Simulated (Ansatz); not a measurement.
# ZnS: an axial (c/a) deformation path

An exercise on one series of results from a longer session: the logs are not shown, and one member is left open.

Computed with Ansatz 0.2.0 (DFT r2SCAN, scalar-relativistic, plane waves, PAW, unless a step's input says otherwise).

## Starting point

It takes space group P6_3mc (No. 186, hexagonal). Conventional cell: a = 3.811 Å, b = 3.811 Å, c = 6.234 Å, α = 90.00°, β = 90.00°, γ = 120.00°. Zn (site symmetry 3m) is surrounded by 4 S at 2.31 to 2.40 Å. S (site symmetry 3m) has 4 Zn at 2.31 to 2.40 Å in its first shell of neighbours.

Coordinates:

```cif
data_structure
_symmetry_space_group_name_H-M 'P 1'
_symmetry_Int_Tables_number 1
_cell_length_a 3.8110
_cell_length_b 3.8110
_cell_length_c 6.2340
_cell_angle_alpha 90.000
_cell_angle_beta 90.000
_cell_angle_gamma 120.000
_cell_volume 78.41
loop_
_atom_site_label
_atom_site_type_symbol
_atom_site_fract_x
_atom_site_fract_y
_atom_site_fract_z
_atom_site_occupancy
Zn1 Zn 0.33333 0.66667 0.00000 1
Zn2 Zn 0.66667 0.33333 0.50000 1
S1 S 0.33333 0.66667 0.38500 1
S2 S 0.66667 0.33333 0.88500 1
```

The cell is taken as given, not relaxed at this level.

The first run:

input.yaml reads:

```yaml
crystal:
  lattice:
    - [3.8109987816, 0.0, 0.0]
    - [-1.9054993908, 3.3004217586, 0.0]
    - [0.0, 0.0, 6.234]
  atoms:
    - { symbol: Zn, position: [0.3333333333, 0.6666666667, 0.0] }
    - { symbol: Zn, position: [0.6666666667, 0.3333333333, 0.5] }
    - { symbol: S, position: [0.3333333333, 0.6666666667, 0.385] }
    - { symbol: S, position: [0.6666666667, 0.3333333333, 0.885] }
basis:
  ecutwfc: 500
kpoints:
  mp_grid: { grid: [12, 12, 4] }
hamiltonian:
  xc: r2scan
scf:
  occupations: { method: gaussian, width: 0.05 }
output:
  forces: true
  stress: true
  eigenvalues: true
```

Run with:

```
ansatz run input.yaml --threads 1 --pin off --max-ram 2560MiB --backend cpu --events-out ev --progress --plain --runs-dir out
```

Among the steps run: The reference: the undisturbed cell on the scan's mesh; Point ρ = 0.850; Point ρ = 1.200; At ρ = 0.920; ρ = 1.100; ρ = 0.960; ρ = 1.050; ρ = 0.800; Point ρ = 1.300.

One of the session's tables, all rows but one given; the rest of the session is left out.

The scan, with free energies counted from the undisturbed cell:

```
    ρ  ΔE (meV/atom)  pressure (GPa)  gap on the mesh (eV)
0.800          287.6             5.6                  1.95
0.850              ?               ?                     ?
0.920           27.0             0.4                  2.69
0.960            2.9             0.0                  2.75
1.000            0.0             0.1                  2.82
1.050           19.8             0.8                  2.70
1.100           59.8             2.0                  2.50
1.200          182.9             5.4                  1.94
1.300          344.1             9.5                  1.27
```

Q: Estimate the row for ρ = 0.850 from the others.

Worked estimate for «ΔE (meV/atom)». A straight line through the neighbours (0.800, 287.6) and (0.920, 27.0) gives 287.6 + (27.0 − 287.6) × (0.850 − 0.800) / (0.920 − 0.800) = 179.0; a parabola fitted to 3 rows on both sides gives 144.7.

**Answer.** ΔE (meV/atom): 137.2; pressure (GPa): 2.5; gap on the mesh (eV): 2.25. In «ΔE (meV/atom)» the line misses by +41.8 and the parabola by +7.5.
